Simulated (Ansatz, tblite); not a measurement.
# In13Sb14 wurtzite other sphere (In13Sb14H34+): rung by rung

Aim: run the singlet of In13Sb14 wurtzite other sphere (In13Sb14H34+) at one geometry on many levels, and compare frontier levels, spin and run time.

The runs use Ansatz 0.2.0, Gaussian basis; as each input shows.

Plan: GFN1-xTB, GFN2-xTB, PBE-D4/def2-SVP, r2SCAN-D4/def2-SVP, r2SCAN0-D4/def2-SVP, PBE0-D4/def2-TZVP, PBE-D4/def2-TZVP, MP2/def2-SVP, RPA/def2-SVP.

2 further runs of the same task are left out: 1 for a known fault of the program, 1 set aside as unsound or not needed.

## (1) The geometry

The geometry is that of the singlet, from an earlier relaxation (PBE-D4/def2-SVP).

61 atoms, charge 1, spin multiplicity 1.

Bond lengths: Sb1–In2 2.932 Å, Sb1–In7 2.884 Å, Sb1–H28 1.718 Å, Sb1–H29 1.718 Å, In2–Sb3 2.882 Å, In2–Sb9 2.809 Å, In2–H30 1.737 Å, Sb3–In5 2.882 Å, Sb3–H31 1.718 Å, Sb3–H32 1.714 Å, Sb4–In5 2.933 Å, Sb4–In12 2.884 Å, Sb4–H33 1.718 Å, Sb4–H34 1.718 Å, In5–Sb14 2.810 Å, In5–H35 1.737 Å, Sb6–In7 2.884 Å, Sb6–In8 2.932 Å and more. Angles: In2–Sb1–In7 123.1°, In2–Sb1–H28 109.4°, In2–Sb1–H29 111.7°, In7–Sb1–H28 106.8°, In7–Sb1–H29 106.7°, H28–Sb1–H29 95.5°, Sb1–In2–Sb3 100.1°, Sb1–In2–Sb9 105.4°, Sb1–In2–H30 107.2°, Sb3–In2–Sb9 102.7°, Sb3–In2–H30 113.8°, Sb9–In2–H30 124.7°, In2–Sb3–In5 124.7°, In2–Sb3–H31 111.2°, In2–Sb3–H32 104.2°, In5–Sb3–H31 111.3°, In5–Sb3–H32 104.3°, H31–Sb3–H32 96.6° and more.

In, Sb take a core potential in the def2 sets. No spin-orbit coupling is included. The ion is computed in the gas phase, without counter-ions or solvent.

PBE0-D4/def2-SVP was run before; its log isn't repeated, and its numbers join the tables.

## (2) GFN1-xTB

Tight binding, by tblite at 300 K electronic temperature and without a spin-polarisation term:

```python
tblite.interface.Calculator('GFN1-xTB', numbers, positions, charge=1, uhf=0).singlepoint()
```

Energy -2002.4903 eV, HOMO -11.57 eV, LUMO -10.06 eV; 0.87 s.

## (3) GFN2-xTB

Tight binding, by tblite at 300 K electronic temperature and without a spin-polarisation term:

```python
tblite.interface.Calculator('GFN2-xTB', numbers, positions, charge=1, uhf=0).singlepoint()
```

Energy -1737.8732 eV, HOMO -12.07 eV, LUMO -10.57 eV; 4.7 s.

## (4) PBE-D4/def2-SVP

start.molden holds the orbitals of an earlier run on this state, given as this run's starting guess.

File in.yaml:

```yaml
crystal:
  periodic: [false, false, false]
  atoms:
    - {symbol: Sb, position_ang: [-2.098101, -3.940240, -2.373962]}
    - {symbol: In, position_ang: [-2.133332, -4.176456, 0.548669]}
    - {symbol: Sb, position_ang: [-4.438508, -2.558966, 1.160994]}
    - {symbol: Sb, position_ang: [-4.462370, 0.155431, -2.373699]}
    - {symbol: In, position_ang: [-4.683773, 0.246723, 0.549283]}
    - {symbol: Sb, position_ang: [2.098358, -3.941468, -2.371212]}
    - {symbol: In, position_ang: [0.001701, -2.590549, -3.818421]}
    - {symbol: In, position_ang: [2.126606, -4.177579, 0.551377]}
    - {symbol: Sb, position_ang: [-0.003596, -2.581662, 1.449761]}
    - {symbol: In, position_ang: [0.011125, -2.803527, 4.420320]}
    - {symbol: Sb, position_ang: [0.001540, -0.002348, -2.644905]}
    - {symbol: In, position_ang: [-2.239661, 1.293259, -3.816797]}
    - {symbol: In, position_ang: [-0.001535, -0.000357, 0.234918]}
    - {symbol: Sb, position_ang: [-2.236026, 1.289498, 1.452032]}
    - {symbol: Sb, position_ang: [0.000663, 0.001017, 4.965267]}
    - {symbol: In, position_ang: [-2.432763, 1.396757, 4.422975]}
    - {symbol: Sb, position_ang: [-2.364468, 3.784845, -2.369375]}
    - {symbol: In, position_ang: [-2.552252, 3.932712, 0.553824]}
    - {symbol: Sb, position_ang: [4.432228, -2.561665, 1.165704]}
    - {symbol: Sb, position_ang: [4.463785, 0.155693, -2.369349]}
    - {symbol: In, position_ang: [2.243487, 1.291987, -3.816828]}
    - {symbol: In, position_ang: [4.680627, 0.243603, 0.554160]}
    - {symbol: Sb, position_ang: [2.233061, 1.289511, 1.453116]}
    - {symbol: In, position_ang: [2.428129, 1.406546, 4.423865]}
    - {symbol: Sb, position_ang: [2.363923, 3.784917, -2.371770]}
    - {symbol: In, position_ang: [2.552809, 3.930900, 0.551163]}
    - {symbol: Sb, position_ang: [0.000949, 5.122937, 1.161231]}
    - {symbol: H, position_ang: [-2.259239, -5.500203, -3.074493]}
    - {symbol: H, position_ang: [-3.586200, -3.332871, -2.981601]}
    - {symbol: H, position_ang: [-2.338699, -5.859287, 0.926567]}
    - {symbol: H, position_ang: [-5.896607, -3.400354, 0.820452]}
    - {symbol: H, position_ang: [-4.562600, -2.631397, 2.869163]}
    - {symbol: H, position_ang: [-4.691013, -1.435256, -2.982167]}
    - {symbol: H, position_ang: [-5.889811, 0.805830, -3.073584]}
    - {symbol: H, position_ang: [-6.243432, 0.911077, 0.927374]}
    - {symbol: H, position_ang: [2.258982, -5.501483, -3.071730]}
    - {symbol: H, position_ang: [3.588711, -3.335945, -2.975158]}
    - {symbol: H, position_ang: [0.001987, -2.769798, -5.544126]}
    - {symbol: H, position_ang: [2.330816, -5.860454, 0.929526]}
    - {symbol: H, position_ang: [-1.552353, -3.522375, 4.688495]}
    - {symbol: H, position_ang: [1.586405, -3.504448, 4.668289]}
    - {symbol: H, position_ang: [-2.392228, 1.384907, -5.542742]}
    - {symbol: H, position_ang: [0.001771, -0.002288, 6.689899]}
    - {symbol: H, position_ang: [-3.829207, 0.387589, 4.678457]}
    - {symbol: H, position_ang: [-2.269007, 3.111369, 4.681921]}
    - {symbol: H, position_ang: [-3.640984, 4.697000, -3.068547]}
    - {symbol: H, position_ang: [-1.101204, 4.777360, -2.979215]}
    - {symbol: H, position_ang: [-3.906553, 4.951818, 0.933273]}
    - {symbol: H, position_ang: [5.889519, -3.404356, 0.825002]}
    - {symbol: H, position_ang: [4.556367, -2.634353, 2.873810]}
    - {symbol: H, position_ang: [4.697277, -1.432846, -2.981338]}
    - {symbol: H, position_ang: [5.891243, 0.811336, -3.064218]}
    - {symbol: H, position_ang: [2.397704, 1.380349, -5.542810]}
    - {symbol: H, position_ang: [6.239846, 0.908239, 0.933533]}
    - {symbol: H, position_ang: [3.828830, 0.404114, 4.682023]}
    - {symbol: H, position_ang: [2.257246, 3.121189, 4.677894]}
    - {symbol: H, position_ang: [1.096813, 4.773173, -2.980329]}
    - {symbol: H, position_ang: [3.637155, 4.701242, -3.071329]}
    - {symbol: H, position_ang: [3.908873, 4.947948, 0.930002]}
    - {symbol: H, position_ang: [0.001882, 5.278008, 2.868344]}
    - {symbol: H, position_ang: [0.000304, 6.804047, 0.809424]}
basis:
  gaussian: {orbitals: def2-SVP, fitting: {mean_field: def2-universal-jkfit}, initial_orbitals: start.molden}
total_charge: 1
hamiltonian: {xc: pbe, dispersion: d4}
scf: {omitted_lower_state_checks: [starts]}
output: {forces: true, orbitals: {seedname: orbitals}}
```

Run with:

```sh
ansatz run in.yaml --threads 10 --pin off --events-out ev --progress --plain --max-ram 110592MiB --backend cuda --devices 0, --max-vram 75GiB
```

The runs that follow: r2SCAN-D4/def2-SVP; r2SCAN0-D4/def2-SVP; PBE0-D4/def2-TZVP; PBE-D4/def2-TZVP; MP2/def2-SVP; RPA/def2-SVP.

Before running them: what should the planned runs give, taken together? Wanted: gap in def2-SVP, named functionals, smallest and largest; correlation energy, MP2/def2-SVP; PBE0 total energy, smallest basis above largest.

The runs gave:

```
                                                quantity                                   value
gap in def2-SVP, named functionals, smallest and largest  2.22 eV (PBE-D4), 3.83 eV (r2SCAN0-D4)
                        correlation energy, MP2/def2-SVP                               -81.83 eV
         PBE0 total energy, smallest basis above largest           5.31 eV (def2-SVP, def2-TZVP)
```

Over the named functionals in def2-SVP the gap runs from 2.22 eV (PBE-D4) to 3.83 eV (r2SCAN0-D4); exact exchange widens it.
